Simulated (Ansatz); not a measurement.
# C3H6BN: the cost of one run

Program: Ansatz 0.2.0, Gaussian basis. Level of theory: the settings change from run to run. These are calculated values, not measurements.

## 1. The relaxed structure

The geometry comes from an earlier relaxation with PBE0-D4 in a triple-zeta def2 set; it is a stationary point, not always the lowest conformer.

SMILES `NBC1C=C1`, 11 atoms, charge 0, spin multiplicity 1.

Atoms are counted from 1 here; the program's logs count them from 0.

Bond lengths: N1–B2 1.394 Å, N1–H6 1.005 Å, N1–H7 1.007 Å, B2–C3 1.552 Å, B2–H8 1.202 Å, C3–C4 1.524 Å, C3–C5 1.524 Å, C3–H9 1.097 Å, C4–C5 1.279 Å, C4–H10 1.076 Å, C5–H11 1.076 Å. Angles: B2–N1–H6 123.4°, B2–N1–H7 123.0°, H6–N1–H7 113.6°, N1–B2–C3 121.2°, N1–B2–H8 118.1°, C3–B2–H8 120.7°, B2–C3–C4 120.9°, B2–C3–C5 120.9°, B2–C3–H9 117.2°, C4–C3–C5 49.6°, C4–C3–H9 115.5°, C5–C3–H9 115.5°, C3–C4–C5 65.2°, C3–C4–H10 143.7°, C5–C4–H10 151.1°, C3–C5–C4 65.2°, C3–C5–H11 143.7°, C4–C5–H11 151.1°.

## 2. PBE0/def2-TZVPD

Options: charge -1, multiplicity 2, D3(BJ) with three-body dispersion.

The input, in.yaml:

```yaml
crystal:
  periodic: [false, false, false]
  atoms:
    - {symbol: N, position_ang: [-1.904544, 0.650887, 0.524801]}
    - {symbol: B, position_ang: [-0.580229, 0.244661, 0.679029]}
    - {symbol: C, position_ang: [0.288928, -0.147884, -0.545371]}
    - {symbol: C, position_ang: [1.800307, 0.048970, -0.528058]}
    - {symbol: C, position_ang: [1.416246, -1.164983, -0.412021]}
    - {symbol: H, position_ang: [-2.495533, 0.911844, 1.294134]}
    - {symbol: H, position_ang: [-2.359198, 0.710239, -0.371367]}
    - {symbol: H, position_ang: [-0.125603, 0.205795, 1.791059]}
    - {symbol: H, position_ang: [-0.183314, -0.092854, -1.534177]}
    - {symbol: H, position_ang: [2.578973, 0.789372, -0.582180]}
    - {symbol: H, position_ang: [1.629265, -2.213048, -0.295251]}
basis:
  gaussian: {orbitals: def2-TZVPD}
total_charge: -1
magnetization: {spin_polarized: true, initial_magnetization: 1}
hamiltonian: {xc: {name: PBE0}, dispersion: d3bjatm}
```

Launch:

```bash
> ansatz run in.yaml --threads 2 --pin off --events-out ev --progress --plain --max-ram 4352MiB
```

**Question.** How long does this run take on 2 threads of Arm Neoverse V1, shared host, and how much memory does it need?

About 60 s, with a peak of 1.1 GiB.
